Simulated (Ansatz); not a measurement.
# interstitial Cu in Si: molecular dynamics, part 2 of 2

The plan is to see whether the interstitial stays in its void or moves on. The start is relaxed first. Runs: 140 steps of 2 fs under a Langevin thermostat at 1200 K; 220 steps of 2 fs under a Nosé-Hoover thermostat at 1680 K. The host cell (diamond) has 16 atoms, cell charge +1; the extra atom is the last.

Ansatz 0.2.0; DFT LDA, plane waves, PAW, scalar-relativistic, no spin polarisation. The steps go on from the part before.

## Step 7: Frames from the trajectory

Extended XYZ, with forces in eV/Å:

```xyz
17
Lattice="0.000 5.430 5.430 5.430 0.000 5.430 5.430 5.430 0.000" Properties=species:S:1:pos:R:3:forces:R:3 pbc="T T T" time_fs=46.0 T=858 dE=1.2531
Si   -0.013   -0.333    0.038    0.392    0.805   -0.820
Si    1.125    1.269    1.387    0.637   -1.258   -0.621
Si    2.512    2.470   -0.026   -0.148    0.907   -1.262
Si    3.907    3.811    1.258   -0.379    0.684   -0.292
Si    2.621    0.063    2.726    0.837    0.482    0.481
Si    4.104    1.338    4.207   -1.322   -0.752    0.718
Si    5.181    2.626    2.695    1.623    0.602    0.217
Si    6.670    4.113    3.922   -0.204   -1.125    0.843
Si    0.126    2.754    2.725   -0.756    1.562   -0.787
Si    1.617    3.988    3.892    0.555    0.708    1.483
Si    3.125    5.496    2.727   -0.507   -0.117   -0.001
Si    4.346    6.976    4.152   -1.440   -1.002    0.658
Si    2.847    2.861    5.604    0.017   -0.509   -0.120
Si    4.191    4.340    6.878   -0.406   -1.151    0.206
Si    5.548    5.509    5.472    0.809    0.111   -0.158
Si    6.913    6.782    6.915    0.401    0.598   -1.419
Cu    6.536    6.428    9.100   -0.108   -0.546    0.873
17
Lattice="0.000 5.430 5.430 5.430 0.000 5.430 5.430 5.430 0.000" Properties=species:S:1:pos:R:3:forces:R:3 pbc="T T T" time_fs=94.0 T=1298 dE=1.5069
Si   -0.152   -0.243    0.040    0.026    0.366    0.076
Si    1.194    1.232    1.374   -0.920   -0.541    0.196
Si    2.352    2.417   -0.185    1.810    0.147    1.445
Si    3.786    3.816    1.394    0.442   -0.556   -1.413
Si    2.634   -0.010    2.724   -0.096    0.177    0.190
Si    3.940    1.335    4.103    0.741   -0.386    0.520
Si    5.355    2.658    2.693    0.269    0.354   -0.317
Si    6.774    3.984    4.073   -0.773    0.562   -1.667
Si    0.089    2.812    2.724    0.226    0.203    0.599
Si    1.722    4.171    3.967   -1.599   -2.084    0.968
Si    2.961    5.519    2.661    0.975    1.286    0.095
Si    4.211    6.922    4.232    0.178   -0.465   -1.459
Si    3.005    2.945    5.524   -1.578   -1.258   -1.024
Si    4.129    4.233    6.879    2.136    0.962    0.359
Si    5.685    5.507    5.347   -1.399   -0.145    1.228
Si    6.991    6.821    6.706   -0.012    0.824    0.321
Cu    6.332    6.213    9.068   -0.426    0.552   -0.117
17
Lattice="0.000 5.430 5.430 5.430 0.000 5.430 5.430 5.430 0.000" Properties=species:S:1:pos:R:3:forces:R:3 pbc="T T T" time_fs=140.0 T=1195 dE=1.9705
Si    0.012   -0.114    0.007   -1.110    0.178    2.223
Si    1.159    1.241    1.542    1.210   -0.038   -1.078
Si    2.850    2.259    0.062   -1.106    1.314    0.579
Si    3.941    4.106    1.166   -0.314   -1.700    1.223
Si    2.632   -0.042    2.777    0.654   -0.377    0.204
Si    4.059    1.281    4.027   -0.441    1.191   -0.106
Si    5.583    2.792    2.534   -1.753    1.992    2.068
Si    7.056    3.871    4.217   -1.445    0.009   -0.230
Si    0.099    2.816    2.798   -0.837   -0.785    0.169
Si    1.358    3.897    4.317    1.118    0.778   -0.997
Si    2.765    5.424    2.749   -0.227   -0.390   -0.336
Si    4.244    6.640    4.030    0.076    0.409   -0.540
Si    3.022    2.882    5.452    0.218   -1.249    0.955
Si    4.279    4.251    6.931   -0.984   -0.046   -0.282
Si    5.553    5.449    5.447    1.753   -0.638    0.029
Si    6.834    6.928    6.814    1.910   -1.372   -2.038
Cu    6.225    6.229    9.163    1.277    0.724   -1.842
17
Lattice="0.000 5.430 5.430 5.430 0.000 5.430 5.430 5.430 0.000" Properties=species:S:1:pos:R:3:forces:R:3 pbc="T T T" time_fs=186.0 T=899 dE=1.9829
Si   -0.114    0.053    0.299   -0.346   -0.588   -0.889
Si    1.281    1.513    1.439    1.176   -1.719   -0.221
Si    2.964    2.178   -0.029   -1.170    0.782   -1.166
Si    3.763    3.817    1.322    1.467    0.742   -0.410
Si    2.622    0.019    2.800    0.053    0.366   -0.501
Si    4.004    1.432    4.060    0.325   -1.949   -0.082
Si    5.275    2.818    2.799    0.894    0.759   -1.300
Si    6.916    3.923    4.120    1.042   -1.781   -0.636
Si    0.151    2.855    2.796   -1.082    0.683    0.753
Si    1.413    4.123    4.313   -0.283   -0.337    0.508
Si    2.785    5.223    2.801   -0.240    1.555    0.048
Si    4.472    6.534    3.930   -0.158   -0.810    0.648
Si    2.863    2.626    5.463   -1.278    1.731    1.980
Si    4.065    4.127    6.911    0.360   -0.555   -0.331
Si    5.761    5.085    5.557   -2.122    1.646    0.333
Si    6.742    6.787    6.712    0.632    0.089    1.001
Cu    6.257    6.419    9.050    0.729   -0.614    0.265
17
Lattice="0.000 5.430 5.430 5.430 0.000 5.430 5.430 5.430 0.000" Properties=species:S:1:pos:R:3:forces:R:3 pbc="T T T" time_fs=234.0 T=1136 dE=3.1418
Si   -0.123   -0.111    0.086    1.210   -0.930    1.887
Si    1.253    1.218    1.518    1.095   -0.305   -0.345
Si    2.534    2.226   -0.379    1.048   -0.434    1.618
Si    3.612    3.967    1.121    0.008   -0.314    0.159
Si    3.007   -0.296    2.615   -1.908    1.778    0.612
Si    3.937    1.040    4.314   -1.076    2.086   -1.700
Si    5.319    3.027    2.495   -1.550   -0.635    0.163
Si    6.915    3.848    3.843   -0.149    1.749    0.969
Si    0.097    2.835    2.866    0.627   -1.160   -0.239
Si    1.461    4.203    4.184   -0.062   -0.445    0.161
Si    2.719    5.602    2.722    1.837   -1.333    0.060
Si    4.500    6.523    4.034   -1.218    0.534    0.343
Si    2.735    2.763    5.617   -1.398   -1.947   -2.153
Si    4.217    3.839    6.706    2.652    1.674    0.664
Si    5.801    5.329    5.629   -0.764   -1.616   -1.787
Si    6.684    6.901    6.958    0.854    1.221   -2.344
Cu    6.295    6.562    9.027   -1.205    0.076    1.932
17
Lattice="0.000 5.430 5.430 5.430 0.000 5.430 5.430 5.430 0.000" Properties=species:S:1:pos:R:3:forces:R:3 pbc="T T T" time_fs=280.0 T=1607 dE=2.6850
Si    0.041   -0.446    0.363    0.534    0.489   -2.351
Si    1.359    1.103    1.349   -1.521    0.329    1.567
Si    2.369    2.312   -0.150    0.975    1.982   -1.625
Si    3.609    3.975    1.066   -0.196   -0.997    0.629
Si    2.812   -0.026    2.586    0.840   -1.375    0.543
Si    4.080    1.259    4.032   -0.787   -0.698    0.642
Si    5.067    2.777    2.610    0.699    0.244   -1.272
Si    6.700    4.029    3.770    0.538   -0.743   -0.271
Si    0.167    2.580    2.775   -0.706    0.853   -0.574
Si    1.456    3.983    4.132    0.475    0.076    0.099
Si    2.860    5.548    2.544   -1.550   -0.173    0.871
Si    4.135    6.720    4.137   -2.117    2.579   -2.600
Si    2.828    2.489    5.458   -0.035    1.604    0.579
Si    4.241    4.060    6.705    0.102   -0.997   -0.145
Si    5.402    5.368    5.026    2.158   -2.208    4.021
Si    6.624    6.779    6.666   -0.415   -0.123    0.033
Cu    6.259    6.512    9.196    1.005   -0.843   -0.146
```

On run 1: Against a set 1200 K the second half averages 1178 K with a spread of 205 K (in equilibrium 17 atoms would scatter by about 238 K, over a far longer run). The farthest move is 0.62 Å, against a mean nearest distance of 2.3 Å at the start: no atom has changed site so far. The interstitial Cu17 strays up to 0.31 Å from where this run began and ends 0.31 Å from it (the host's drift taken out), so it has kept its site.

## Step 8: Run 2

220 steps of 2 fs under a Nosé-Hoover thermostat at 1680 K, starting from the last frame of an earlier run, with new velocities.

Contents of input.yaml:

```yaml
crystal:
  lattice:
    - [0.0, 5.43, 5.43]
    - [5.43, 0.0, 5.43]
    - [5.43, 5.43, 0.0]
  atoms:
    - { symbol: Si, position: [-0.01143581, 0.07824708, -0.07076304] }
    - { symbol: Si, position: [0.10063437, 0.14780609, 0.10247374] }
    - { symbol: Si, position: [-0.01910375, -0.00857395, 0.44492941] }
    - { symbol: Si, position: [0.13190711, 0.06451006, 0.60009019] }
    - { symbol: Si, position: [-0.02315907, 0.49945791, 0.0183916] }
    - { symbol: Si, position: [0.11154945, 0.63107304, 0.12022888] }
    - { symbol: Si, position: [0.02942427, 0.45116601, 0.48194299] }
    - { symbol: Si, position: [0.1011974, 0.59307813, 0.64088855] }
    - { symbol: Si, position: [0.47767854, 0.03331692, -0.00260813] }
    - { symbol: Si, position: [0.61319062, 0.14782613, 0.12037239] }
    - { symbol: Si, position: [0.48178986, -0.01322463, 0.54002094] }
    - { symbol: Si, position: [0.61888226, 0.14292323, 0.61859098] }
    - { symbol: Si, position: [0.47132327, 0.53391951, -0.01303446] }
    - { symbol: Si, position: [0.60074806, 0.63413439, 0.14694258] }
    - { symbol: Si, position: [0.45964944, 0.46590997, 0.52897619] }
    - { symbol: Si, position: [0.62798961, 0.5995573, 0.62037093] }
    - { symbol: Cu, position: [0.87000572, 0.82349332, 0.32925579] }
total_charge: 1
basis:
  ecutwfc: 420.0
kpoints:
  mp_grid: { grid: [2, 2, 2] }
hamiltonian:
  xc: lda
  pseudopotentials: { kind: paw, azcp: { folder: soft_1 } }
scf:
  occupations: { method: fermi_dirac, width: 0.05 }
  lower_state_search: "off"
md:
  timestep: 2
  n_steps: 220
  ensemble: nvt_nose_hoover
  temperature: 1680.0
  initial_velocities: maxwell_boltzmann
  seed: 550849
  nose_hoover: { tau: 200.0, chain_length: 5 }
```

The run is started by

```bash
> ansatz run input.yaml --threads 1 --pin off --max-ram 3072MiB --backend cpu --events-out ev --progress --plain --runs-dir out
```

Standard output, shortened:

```text
Warning: md: disabling space-group detection — thermal motion breaks the input geometry's symmetry, so no spatial operation reduces the k-mesh or symmetrises the density; time reversal is kept, so that k and −k are solved as one point where they differ and the mesh holds both, and exact [...]
Warning: <dir> the record states the generating functional pbe (its physics header spells it `PBE`), which answers neither for hamiltonian.xc's functional nor for the lda family's — results may be inconsistent (PPs are generated against a specific XC)
[...]
Warning: RAYON_NUM_THREADS=1 ignored (pool sized by the plan → 1); use --threads N
[...]
Pseudopotentials: kind: paw
[...]
md step     9: t =    18.00 fs  T =  1573.5 K  F+E_penalty+E_count = -16295.60958236 eV  E_kin = 3.254285 eV  conserved = -16292.35296819 eV  (4 SCF iters)
[...]
md step    18: t =    36.00 fs  T =  1490.5 K  F+E_penalty+E_count = -16295.44277769 eV  E_kin = 3.082593 eV  conserved = -16292.35689216 eV  (4 SCF iters)
[...]
md step    27: t =    54.00 fs  T =  1196.7 K  F+E_penalty+E_count = -16294.82950969 eV  E_kin = 2.474986 eV  conserved = -16292.35620306 eV  (4 SCF iters)
[...]
md step    34: t =    68.00 fs  T =  1250.4 K  F+E_penalty+E_count = -16294.92808577 eV  E_kin = 2.586062 eV  conserved = -16292.35463611 eV  (3 SCF iters)
md step    35: t =    70.00 fs  T =  1322.2 K  F+E_penalty+E_count = -16295.07593585 eV  E_kin = 2.734502 eV  conserved = -16292.35645050 eV  (4 SCF iters)
```

## Step 9: The output, continued: dynamics from the last frame of the run before

The log, continued, shortened:

```text
md step    36: t =    72.00 fs  T =  1388.6 K  F+E_penalty+E_count = -16295.21250057 eV  E_kin = 2.871800 eV  conserved = -16292.35837916 eV  (4 SCF iters)
[...]
md step    52: t =   104.00 fs  T =  1054.9 K  F+E_penalty+E_count = -16294.46754641 eV  E_kin = 2.181619 eV  conserved = -16292.35641152 eV  (4 SCF iters)
[...]
  atom   5  Si     1.27880529    -3.22768651     2.25136880
  atom   6  Si     2.94004046    -0.58570016    -0.83626706
  atom   7  Si    -1.85666100     1.32702784     1.89229219
  atom   8  Si     1.40910299    -0.85769402    -0.54780050
[...]
--- Band table (eV; the first three rows and the last of 8) ---
[...]
--- MD trajectory: 220 steps, t = 0.0 → 440.0 fs ---
  final state: T = 1311.2 K   F+E_penalty+E_count = -16292.57657176 eV   E_kin = 2.711855 eV
  conserved energy: peak-to-peak 2.035e-2 eV (1.197e-3 eV/atom) over 440.0 fs
```

Wall time 17 min (1 thread of Arm Neoverse V2, shared host); peak memory 0.64 GiB.

## Step 10: What the atoms did

The trajectory, every 16 steps (energies from step 0); msd is the mean square displacement from the start, the centre of mass held:

```tsv
time (fs)	T (K)	potential energy change (meV/atom)	conserved energy change (meV/atom)	msd Cu (Å²)	msd Si (Å²)
0.0	1680	0.0	0.00	0.000	0.000
32.0	1544	16.4	0.05	0.109	0.103
64.0	1140	66.5	0.33	0.203	0.199
96.0	991	87.1	0.11	0.206	0.225
128.0	1409	41.6	0.05	0.243	0.231
160.0	1724	13.2	0.19	0.323	0.186
192.0	1626	38.3	0.39	0.523	0.183
224.0	1377	82.0	0.37	0.678	0.297
256.0	1644	62.4	0.09	0.786	0.414
288.0	1787	58.9	-0.01	0.947	0.487
320.0	1534	104.8	0.31	1.083	0.501
352.0	1805	92.0	0.23	1.102	0.429
384.0	2143	68.4	0.23	1.268	0.380
416.0	2070	91.8	0.33	1.573	0.359
440.0	1311	191.5	0.88	1.774	0.322
```

time (fs), T (K) and a bar:
```
      0.0       1680 #################
     20.0       1545 ##############
     38.0       1450 ###########
     58.0       1135 ####
     76.0       1452 ###########
     96.0        991 
    114.0       1102 ###
    134.0       1380 ##########
    154.0       1670 #################
    172.0       1952 ########################
    192.0       1626 ################
    210.0       2032 ##########################
    230.0       1435 ###########
    248.0       1804 ####################
    268.0       1101 ###
    286.0       1874 ######################
    306.0       1291 #######
    326.0       1601 ###############
    344.0       2060 ###########################
    364.0       1574 ###############
    382.0       2128 ############################
    402.0       1868 ######################
    420.0       2193 ##############################
    440.0       1311 ########
```

Pair distribution over the second half of the run:

```tsv
r (Å)	g Si–Si	g Si–Cu
0.68	0.00	0.00
0.84	0.00	0.00
1.00	0.00	0.00
1.16	0.00	0.00
1.32	0.00	0.00
1.48	0.00	0.00
1.64	0.00	0.00
1.80	0.00	0.00
1.96	0.04	0.00
2.12	0.99	1.06
2.28	2.67	2.99
2.44	2.29	4.14
2.60	1.11	2.31
2.76	0.36	1.04
2.92	0.05	0.55
3.08	0.04	0.49
```

First peaks of g(r) (not always the tallest), and, where a minimum follows, the mean number of second-named atoms round a first-named one up to the next minimum:

```tsv
pair	peak (Å)	height	minimum (Å)	neighbours
Si–Si	2.36	2.7	-	-
Si–Cu	2.44	4.1	-	-
```

Maxima of the velocity power spectrum (cm⁻¹, relative height; resolution about 150 cm⁻¹): 380 (100).

## Step 11: Positions and forces

Positions (Å) and forces (eV/Å):

```xyz
17
Lattice="0.000 5.430 5.430 5.430 0.000 5.430 5.430 5.430 0.000" Properties=species:S:1:pos:R:3:forces:R:3 pbc="T T T" time_fs=74.0 T=1436 dE=0.5242
Si   -0.228   -0.078    0.235    1.736   -0.707    0.754
Si    1.630    1.062    1.407   -0.747   -0.905    0.379
Si    2.600    2.464   -0.151   -0.773    1.499    0.167
Si    3.692    4.013    1.338    0.502   -1.357    0.224
Si    2.780   -0.398    3.007   -0.982    0.116   -0.696
Si    4.048    1.165    4.187   -1.192   -0.111    0.180
Si    5.240    2.235    2.630    0.852    2.504   -1.976
Si    6.299    3.903    4.099    1.410   -0.968   -0.640
Si    0.320    2.508    2.708   -0.700    0.545   -0.931
Si    1.554    4.039    3.829    0.021   -0.003    0.981
Si    2.374    5.705    2.204    0.407    0.593   -0.222
Si    3.915    6.905    3.701   -0.124   -0.660   -0.591
Si    2.967    2.902    5.354    0.541    0.689   -0.920
Si    4.292    4.053    6.882    0.231   -0.068    0.390
Si    5.087    5.553    5.187    0.184   -0.475    0.267
Si    6.627    7.132    5.925   -1.281   -1.050    2.271
Cu    6.504    6.223    9.429   -0.086    0.359    0.364
17
Lattice="0.000 5.430 5.430 5.430 0.000 5.430 5.430 5.430 0.000" Properties=species:S:1:pos:R:3:forces:R:3 pbc="T T T" time_fs=146.0 T=1415 dE=0.7803
Si   -0.132   -0.447   -0.019    0.582    0.126    1.177
Si    1.402    1.162    1.288   -0.023   -1.121    0.312
Si    2.742    2.529   -0.138   -0.764    0.173    0.924
Si    3.760    3.907    1.406    2.038   -1.236    0.107
Si    2.686   -0.375    2.924   -2.124    2.436    1.245
Si    4.284    1.054    4.025   -2.691    0.800    0.175
Si    5.487    2.535    2.717   -0.430    0.373   -2.326
Si    6.546    3.823    4.270    0.718    0.711   -0.518
Si    0.036    2.717    2.461   -0.021   -1.638   -0.690
Si    1.230    4.045    3.734    1.250   -0.546    2.229
Si    2.300    5.370    2.208    0.413    2.087    0.636
Si    3.841    6.970    3.606    0.490   -2.308    0.193
Si    2.919    2.880    5.212    0.431    0.033   -1.058
Si    3.985    4.116    6.989    1.373   -0.503   -3.896
Si    5.150    5.381    5.190   -0.370    1.593    0.719
Si    6.829    7.010    6.248   -2.052   -1.067    0.752
Cu    6.563    6.437    9.615    1.181    0.088    0.019
17
Lattice="0.000 5.430 5.430 5.430 0.000 5.430 5.430 5.430 0.000" Properties=species:S:1:pos:R:3:forces:R:3 pbc="T T T" time_fs=220.0 T=1442 dE=1.2368
Si   -0.451   -0.139   -0.085    1.075   -1.369   -0.147
Si    0.932    1.298    1.167    1.395   -1.115    0.228
Si    2.573    2.678   -0.008   -0.011   -0.602   -0.563
Si    3.917    3.710    1.421    3.247   -0.709   -0.810
Si    2.752   -0.094    2.352   -2.361    2.716    1.872
Si    4.124    1.194    3.761   -1.421    1.014    0.778
Si    5.676    2.777    2.931   -1.709   -1.770   -1.876
Si    6.952    4.168    4.019    1.833    0.637   -0.342
Si   -0.484    2.675    2.250    0.372    0.315    1.300
Si    1.044    3.896    3.545    0.165   -0.223    2.194
Si    2.778    5.090    2.559   -1.152    2.272    2.452
Si    4.027    6.812    3.949    0.039   -1.455    0.381
Si    2.392    2.442    5.337    0.323    0.820   -2.730
Si    3.659    4.013    6.420    2.141   -0.876   -2.913
Si    5.549    5.285    5.264   -2.321    2.128    1.805
Si    6.920    6.651    6.972   -1.496   -0.583   -0.942
Cu    6.874    6.536    9.732   -0.117   -1.201   -0.687
17
Lattice="0.000 5.430 5.430 5.430 0.000 5.430 5.430 5.430 0.000" Properties=species:S:1:pos:R:3:forces:R:3 pbc="T T T" time_fs=294.0 T=1384 dE=1.8939
Si   -0.415    0.229   -0.144   -0.438   -1.668   -1.466
Si    0.787    1.614    1.027    3.348    0.558    0.629
Si    2.736    2.998    0.091   -1.580   -0.649   -1.234
Si    4.374    4.012    1.377    1.853   -1.604   -1.121
Si    2.739    0.169    1.842   -1.730    1.047    1.897
Si    3.729    1.349    3.747   -0.327    0.396   -0.265
Si    5.781    2.563    2.852   -1.670    0.719    0.380
Si    6.765    4.432    3.904    2.642   -1.228   -1.404
Si   -0.572    2.625    2.507   -0.359    0.718    0.574
Si    0.991    3.905    3.750    0.345   -0.435    1.030
Si    3.100    4.804    2.890   -2.891    1.492    1.443
Si    3.869    6.655    4.166    0.905    0.624    0.412
Si    2.047    2.318    5.378    1.869    2.531   -3.615
Si    3.702    3.830    6.242    0.511   -0.381    0.079
Si    5.444    5.302    5.398   -1.662    0.877    1.149
Si    6.882    6.495    6.963   -0.610   -2.994    1.740
Cu    7.052    6.162    9.673   -0.207   -0.003   -0.229
17
Lattice="0.000 5.430 5.430 5.430 0.000 5.430 5.430 5.430 0.000" Properties=species:S:1:pos:R:3:forces:R:3 pbc="T T T" time_fs=366.0 T=1660 dE=1.9860
Si   -0.268    0.135   -0.309   -1.039    2.526   -0.153
Si    1.321    1.813    1.100   -0.344    0.247   -1.273
Si    2.997    3.032   -0.351   -3.909   -0.994   -1.170
Si    4.393    3.949    0.929    1.316    0.423    2.846
Si    2.232    0.211    2.369    0.144   -0.585    1.216
Si    3.638    1.511    3.747    2.469   -1.087   -1.825
Si    5.590    2.567    2.431   -2.201    0.975    1.828
Si    6.466    4.172    3.917    3.092   -1.467   -2.369
Si   -0.275    2.731    2.574   -0.559    0.503    0.485
Si    0.945    3.804    4.378    0.755   -0.933   -1.883
Si    3.005    4.853    2.708   -1.463    1.117    0.883
Si    4.054    6.656    4.226   -0.145    0.073   -2.561
Si    2.454    2.299    5.352   -1.114    2.052    2.437
Si    3.603    4.176    6.671    0.289   -2.265    0.024
Si    5.237    5.130    5.357   -1.658    0.688    2.004
Si    6.496    6.390    6.731    3.091   -1.426    0.221
Cu    7.084    6.105    9.743    1.275    0.153   -0.709
17
Lattice="0.000 5.430 5.430 5.430 0.000 5.430 5.430 5.430 0.000" Properties=species:S:1:pos:R:3:forces:R:3 pbc="T T T" time_fs=440.0 T=1311 dE=3.2562
Si   -0.264    0.105    0.008    0.737    1.803   -1.343
Si    1.260    1.564    1.333   -0.699    1.475   -3.979
Si    2.883    2.737   -0.313   -3.898   -3.299   -3.705
Si    3.826    4.016    0.920    3.332    0.940    3.261
Si    2.042    0.211    2.710    1.279   -3.228    2.251
Si    3.600    1.379    3.880    2.940   -0.586   -0.836
Si    5.246    2.427    2.233   -1.857    1.327    1.892
Si    6.310    3.873    3.871    1.409   -0.858   -0.548
Si    0.094    2.895    2.696   -2.000    0.460    0.365
Si    1.361    4.127    4.182   -1.950   -2.127    2.467
Si    2.474    4.784    2.496    0.479    2.894   -1.861
Si    4.217    6.402    3.455   -0.531    0.955    0.008
Si    2.553    2.542    5.373   -0.632    1.341    2.490
Si    3.889    4.451    7.285    0.126   -1.061   -2.053
Si    5.102    5.253    5.191   -1.022   -0.767    1.266
Si    6.479    6.415    6.547    2.272   -0.412   -0.060
Cu    7.444    6.215    9.728    0.015    1.142    0.385
```

On run 2: Against a set 1680 K the second half averages 1682 K with a spread of 287 K (in equilibrium 17 atoms would scatter by about 343 K, over a far longer run). The conserved energy strays from its start by at most 0.92 meV/atom, 0.5 % of the mean kinetic energy, so a step of 2 fs is short enough over this time. The atom that moves most swings out by 1.33 Å (the median distance to the nearest neighbour, bonds to H left out, is 2.23 Å), and none ends a neighbour distance from its start. The interstitial Cu17 strays up to 1.52 Å from where this run began and ends 1.52 Å from it (the host's drift taken out).

## Step 12: Summary of results

The summary covers parts 1 to 2.

| quantity | value |
| --- | --- |
| relaxation of the start | 9 moves, 0.137 eV lower |
| run 1: length | 140 steps of 2 fs |
| run 1: temperature, first and last step | 1129 and 1607 K |
| run 1: temperature, second half | mean 1178 K, from 847 to 1607 K |
| run 1: potential energy, second half | +142 meV/atom from this run's first step |
| run 1: mean square displacement, second half | Si 0.068, Cu 0.052 Å² |
| run 2: length | 220 steps of 2 fs |
| run 2: temperature, first and last step | 1680 and 1311 K |
| run 2: temperature, second half | mean 1682 K, from 1101 to 2193 K |
| run 2: potential energy, second half | +95 meV/atom from this run's first step |
| run 2: largest change of the conserved energy | 0.92 meV/atom |
| run 2: mean square displacement, second half | Cu 1.1, Si 0.414 Å² |

What this shows: Mean temperatures of the second halves: 1178 K, 1682 K. In the last run: the interstitial Cu17 strays up to 1.52 Å from where this run began and ends 1.52 Å from it (the host's drift taken out). A run of 440 fs with 17 atoms shows the motion but fixes no equilibrium value. The charged cell sits in a uniform background, with no correction for images.
